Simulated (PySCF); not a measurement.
# C6H16AlN (AlMe2(NEt2)): the cost of one run

Computed with PySCF 2.14.0, with density-fitted response routines of our own, on a single molecule in the gas phase. Atoms are numbered from 0 throughout.

## Step 1: Starting geometry

24 atoms, charge 0, multiplicity 1; geometry from: GFN2-xTB. The atoms were then displaced at random by about 0.03 Å, so the start is not that level's minimum.

Bonds of the start (Å): Al0–C1 1.92, Al0–C5 2.11, Al0–N9 1.78, C1–H2 1.07, C1–H3 1.10, C1–H4 1.09, C5–H6 1.10, C5–H7 1.04, C5–H8 1.03, N9–C10 1.45, N9–C12 1.54, C10–C11 1.51, C10–H14 1.10, C10–H15 1.06, C11–H16 1.10, C11–H17 1.13, C11–H18 1.09, C12–C13 1.50, C12–H19 1.12, C12–H20 1.06, C13–H21 1.13, C13–H22 1.08, C13–H23 1.08.

## Step 2: Optimising the geometry at PBE0-D3(BJ)/def2-SVP

Job settings and geometry (Å):

```
{"job": {"xc": "PBE0", "basis": "def2-SVP", "d3": "d3bj", "grid": 1, "maxiter": 40, "shake": 0.03, "kind": "geom"}, "charge": 0, "multiplicity": 1}
Al     0.777670     1.178450     0.019390
C      2.548170     1.276280     0.745960
H      3.204530     0.663810     0.156860
H      2.712270     0.941760     1.775970
H      2.958710     2.287410     0.715480
C     -0.209520     2.879930    -0.740460
H      0.502610     3.723120    -0.726670
H     -1.038900     3.168460    -0.175830
H     -0.535710     2.745040    -1.708920
N     -0.183620    -0.322370     0.030320
C      0.301690    -1.516180     0.684440
C     -0.312570    -1.760370     2.036880
C     -1.540320    -0.443470    -0.695850
C     -1.387820    -1.154300    -2.008800
H      1.389300    -1.396650     0.817420
H      0.194400    -2.347370     0.042240
H     -0.180360    -0.862170     2.652370
H     -1.425970    -1.917560     1.925070
H      0.106180    -2.658550     2.499630
H     -2.231820    -1.014000    -0.022850
H     -1.917980     0.530080    -0.851200
H     -0.615040    -0.671850    -2.682290
H     -0.951860    -2.146770    -1.988520
H     -2.321730    -1.183260    -2.540660
```

Launch:

```sh
> OMP_NUM_THREADS=2 python probes_run.py task.json out
```

The driver reads the jobs from task.json and runs them one after another.

**Question.** How long does this first job take on 2 threads of AMD EPYC 9R45, shared host, and how much memory does it need?

About 55 s, with a peak of 0.95 GiB.
